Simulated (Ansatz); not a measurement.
# CaIr2: the cost of one run

Method: DFT r2SCAN, scalar-relativistic, plane waves, PAW, in Ansatz 0.2.0.

1 further run of the same task is left out (set aside as unsound or not needed).

**1. Starting point**

The structure is cubic, space group Fd-3m (No. 227). The conventional cell has a = 7.527 Å, b = 7.527 Å, c = 7.527 Å, α = 90.00°, β = 90.00°, γ = 90.00°. Ca (site symmetry -43m) has 12 Ir at 3.12 Å and 4 Ca at 3.26 Å as nearest neighbours. Ir (site symmetry -3m) has 6 Ir at 2.66 Å as nearest neighbours.

Coordinates:

```
CELL_PARAMETERS angstrom
0.00000 3.76355 3.76355
3.76355 0.00000 3.76355
3.76355 3.76355 0.00000
ATOMIC_POSITIONS crystal
Ca 0.25000 0.25000 0.25000
Ca 0.00000 0.00000 0.00000
Ir 0.62500 0.62500 0.62500
Ir 0.12500 0.62500 0.62500
Ir 0.62500 0.12500 0.62500
Ir 0.62500 0.62500 0.12500
```

It goes back to an entry of the Materials Project, which need not be the stable form.

This cell was relaxed beforehand with the same method: volume 17.77 Å³/atom, gap on the mesh none (metal).

**2. Static run: bands, density of states and charges**

Contents of input.yaml:

```yaml
crystal:
  lattice:
    - [0.0, 3.7635534876, 3.7635534876]
    - [3.7635534876, 0.0, 3.7635534876]
    - [3.7635534876, 3.7635534876, 0.0]
  atoms:
    - { symbol: Ca, position: [0.25, 0.25, 0.25] }
    - { symbol: Ca, position: [0.0, 0.0, 0.0] }
    - { symbol: Ir, position: [0.625, 0.625, 0.625] }
    - { symbol: Ir, position: [0.125, 0.625, 0.625] }
    - { symbol: Ir, position: [0.625, 0.125, 0.625] }
    - { symbol: Ir, position: [0.625, 0.625, 0.125] }
basis:
  ecutwfc: 500
kpoints:
  mp_grid: { grid: [8, 8, 8] }
  band_path:
    path:
      - [[0.0, 0.0, 0.0], [0.5, 0.0, 0.5], [0.625, 0.25, 0.625]]
      - [[0.375, 0.375, 0.75], [0.0, 0.0, 0.0], [0.5, 0.5, 0.5], [0.5, 0.25, 0.75], [0.5, 0.0, 0.5]]
    npoints: 14
hamiltonian:
  xc: r2scan
scf:
  occupations: { method: gaussian, width: 0.1 }
  n_extra_bands: 15
output:
  forces: true
  stress: true
  eigenvalues: true
  populations: true
  dos: { projected: true, de: 0.02, nscf_kmesh: { grid: [12, 12, 12] } }
  bader: true
  write_density: true
  write_potential: true
  elf: true
  volumetric_format: npy
```

Run with:

```
$ ansatz run input.yaml --threads 2 --pin off --max-ram 5120MiB --backend cpu --events-out ev --progress --plain --runs-dir out
```

What time and memory should one allow on 2 threads of Intel Xeon at 2.50GHz (Skylake/Cascade Lake), shared host?

About 1.8 min, with a peak of 0.84 GiB.
